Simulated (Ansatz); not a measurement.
# C₂H₆AlNOS: up Jacob's ladder to CCSD(T)

An exercise on one series of results from a longer session: the logs are not shown, and one member is left open.

Program: Ansatz 0.2.0, Gaussian basis. Level of theory: functionals in def2-TZVPP, the program's frozen cores in correlated methods. These are calculated values, not measurements.

Levels to be run: LDA (SPW92), PBE-D4, revPBE-D4, BLYP-D4, r2SCAN-D4, B97M-V, PBE0-D4, B3LYP-D4, r2SCANh-D4, r2SCAN0-D4, HSE06-D4, BHLYP-D4, CAM-B3LYP-D4, LC-ωPBE, ωB97X-V, ωB97M-V, B2PLYP, PBE-QIDH; CCSD(T)/def2-SVP; CCSD(T)/def2-TZVPP; MP2/def2-QZVPP; extrapolation to the limit; RPA on PBE.

## Structure used throughout

All runs share one geometry, relaxed beforehand with PBE0-D4 in a triple-zeta def2 set.

SMILES `[SH][Al]1[CH2]NC[O]1`, 12 atoms, charge 0, spin multiplicity 1.

Atoms are counted from 1 here; the program's logs count them from 0.

Bond lengths: S1–Al2 2.175 Å, S1–H7 1.346 Å, Al2–C3 1.965 Å, Al2–O6 1.714 Å, C3–N4 1.481 Å, C3–H8 1.096 Å, C3–H9 1.090 Å, N4–C5 1.450 Å, N4–H10 1.013 Å, C5–O6 1.423 Å, C5–H11 1.093 Å, C5–H12 1.097 Å. Angles: Al2–S1–H7 91.6°, S1–Al2–C3 140.9°, S1–Al2–O6 123.1°, C3–Al2–O6 96.0°, Al2–C3–N4 98.0°, Al2–C3–H8 114.2°, Al2–C3–H9 118.0°, N4–C3–H8 109.8°, N4–C3–H9 110.0°, H8–C3–H9 106.5°, C3–N4–C5 112.1°, C3–N4–H10 109.1°, C5–N4–H10 108.8°, N4–C5–O6 113.5°, N4–C5–H11 108.4°, N4–C5–H12 108.7°, O6–C5–H11 109.3°, O6–C5–H12 108.4° and more.

The first run:

The input, in.yaml:

```yaml
crystal:
  periodic: [false, false, false]
  atoms:
    - {symbol: S, position_ang: [0.981818, 3.214448, 0.263862]}
    - {symbol: Al, position_ang: [0.360421, 1.132193, 0.179466]}
    - {symbol: C, position_ang: [0.762616, -0.613155, 0.988084]}
    - {symbol: N, position_ang: [0.105575, -1.467363, -0.027285]}
    - {symbol: C, position_ang: [-1.050669, -0.822689, -0.618151]}
    - {symbol: O, position_ang: [-0.853530, 0.560513, -0.887347]}
    - {symbol: H, position_ang: [0.092624, 3.558136, -0.686178]}
    - {symbol: H, position_ang: [0.295604, -0.772519, 1.966177]}
    - {symbol: H, position_ang: [1.808795, -0.899520, 1.094856]}
    - {symbol: H, position_ang: [0.770647, -1.680929, -0.760432]}
    - {symbol: H, position_ang: [-1.297048, -1.340158, -1.548885]}
    - {symbol: H, position_ang: [-1.899753, -0.924158, 0.069730]}
basis:
  gaussian: {orbitals: def2-TZVPP}
hamiltonian: {xc: lda}
output: {orbitals: {seedname: orbitals}}
```

On the command line:

```sh
> ansatz run in.yaml --threads 4 --pin off --events-out ev --progress --plain --max-ram 10444MiB
```

Steps of the session up to this table: LDA; PBE-D4 (GGA); revPBE-D4 (GGA); BLYP-D4 (GGA); r2SCAN-D4 (meta-GGA); B97M-V (meta-GGA); B3LYP-D4 (hybrid); r2SCANh-D4 (hybrid); r2SCAN0-D4 (hybrid); HSE06-D4 (hybrid); BHLYP-D4 (hybrid); CAM-B3LYP-D4 (range-separated); LC-ωPBE (range-separated); ωB97X-V (range-separated); ωB97M-V (range-separated); B2PLYP (double hybrid); PBE-QIDH (double hybrid).

One of the session's tables, all rows but one given; the rest of the session is left out.

It belongs to the step «Orbital energies across the functionals». 

```
  functional  HOMO (eV)  gap (eV)
 LDA (SPW92)      -5.26      3.89
      PBE-D4      -5.09      3.95
   revPBE-D4      -5.03      4.00
     BLYP-D4      -4.97      3.89
   r2SCAN-D4      -5.31      4.53
      B97M-V      -5.40      4.45
     PBE0-D4      -6.39      6.04
    B3LYP-D4          ?         ?
  r2SCANh-D4      -5.80      5.27
  r2SCAN0-D4      -6.55      6.39
    HSE06-D4      -5.99      5.27
    BHLYP-D4      -7.63      7.99
CAM-B3LYP-D4      -7.77      8.28
     LC-ωPBE      -9.10     10.77
     ωB97X-V      -8.76     10.27
     ωB97M-V      -8.66      9.83
```

Estimate the missing values for B3LYP-D4.

Worked estimate for «HOMO (eV)». Against the share of exact exchange, BLYP-D4 (0, -4.97), BHLYP-D4 (0.5, -7.63) give a slope of -5.32 per unit share; at 0.2 the line stands at -6.03.

As computed: HOMO (eV): -6.17; gap (eV): 5.56. In «HOMO (eV)» the line misses by +0.14.
